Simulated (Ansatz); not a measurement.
Write a Python script for Ansatz's Python interface that makes a relaxation driven by ASE of AlAg, space group P-6m2. Use (first run): LDA, PAW, the default cutoff (420 eV here), 7×7×4 k-points, Fermi-Dirac smearing of 0.1 eV.

```
Al Ag
1.0
     2.92639    0.00000    0.00000
    -1.46319    2.53433    0.00000
     0.00000    0.00000    4.42760
Al Ag
1 1
Cartesian
  0.0000 0.0000 2.2138
  1.4632 0.8448 0.0000
```

Script `alag.py`:
```python
"""ASE drives the relaxation of AlAg."""

import warnings

import ansatz as az
from ase import Atoms
from ase.calculators.calculator import Calculator, all_changes
from ase.optimize import BFGS
import numpy as np


class DFT(Calculator):
    implemented_properties = ["energy", "free_energy", "forces"]

    def calculate(self, atoms=None, properties=("energy",), system_changes=all_changes):
        super().calculate(atoms, properties, system_changes)
        bare = self.atoms.copy()
        bare.set_constraint()
        bare.set_momenta(None)
        job = (
            az.Crystal.from_ase(bare).calculation()
            .pseudopotentials("paw")
            .functional(az.Functional.LDA)
            .kpoints(7, 7, 4)
            .occupations(az.OccupationsMethod.FERMI_DIRAC, width=0.1)
            .forces()
        )
        report = job.run().report
        self.results["free_energy"] = report["lagrangian_ev"]
        self.results["energy"] = report.get("lagrangian_sigma0_ev", report["lagrangian_ev"])
        self.results["forces"] = np.array(report["forces_ev_ang"])


def main() -> None:
    warnings.simplefilter("ignore")
    atoms = Atoms(
        ["Al", "Ag"],
        cell=[(2.92638655, 0.0, 0.0), (-1.46319328, 2.5343251, 0.0), (0.0, 0.0, 4.42760443)],
        scaled_positions=[
            (0.0, 0.0, 0.5),
            (2 / 3, 1 / 3, 0.0),
        ],
        pbc=True,
    )
    atoms.rattle(0.1, seed=62)
    atoms.calc = DFT()
    before = atoms.get_potential_energy(), atoms.get_volume()
    optimiser = BFGS(atoms, logfile=None)


    def tell():
        fmax = np.linalg.norm(atoms.get_forces(), axis=1).max()
        print(f"step {optimiser.nsteps:2d}  E = {atoms.get_potential_energy():.5f} eV  fmax = {fmax:.4f}  V = {atoms.get_volume():.3f} A^3")


    optimiser.attach(tell)
    met = optimiser.run(fmax=0.02, steps=12)
    print("threshold met:", bool(met), " energy gained:", round(before[0] - atoms.get_potential_energy(), 5), "eV")
    print("cell lengths and angles:", np.round(atoms.cell.cellpar(), 3))
    print(np.round(atoms.get_scaled_positions(), 4))


if __name__ == "__main__":
    main()
```

```console
$ python alag.py
step  0  E = -7971.08833 eV  fmax = 0.5977  V = 32.837 A^3
step  1  E = -7971.09789 eV  fmax = 0.5181  V = 32.837 A^3
step  2  E = -7971.12872 eV  fmax = 0.1227  V = 32.837 A^3
step  3  E = -7971.12938 eV  fmax = 0.1207  V = 32.837 A^3
step  4  E = -7971.13043 eV  fmax = 0.1221  V = 32.837 A^3
step  5  E = -7971.13215 eV  fmax = 0.1149  V = 32.837 A^3
step  6  E = -7971.13378 eV  fmax = 0.0782  V = 32.837 A^3
step  7  E = -7971.13445 eV  fmax = 0.0279  V = 32.837 A^3
step  8  E = -7971.13453 eV  fmax = 0.0066  V = 32.837 A^3
threshold met: True  energy gained: 0.04621 eV
cell lengths and angles: [  2.926   2.926   4.428  90.     90.    120.   ]
[[6.000e-04 9.619e-01 5.070e-01]
 [6.655e-01 2.945e-01 6.800e-03]]
```

Reading the output:
- Absolute energies stand on the zero of these potentials, so only differences at equal settings mean something. A total without «per atom» is that of the whole cell that was run.
- The mesh is modest for a metal, so energies can be off by several to tens of meV an atom and pressures by half a GPa or more; differences at equal mesh fare better.
- The structure comes from a database of computed cells and needn't be a stable or known phase.
- Finished in 28 s on 1 thread of Arm Neoverse V2, on a shared host, peak memory 0.45 GiB.
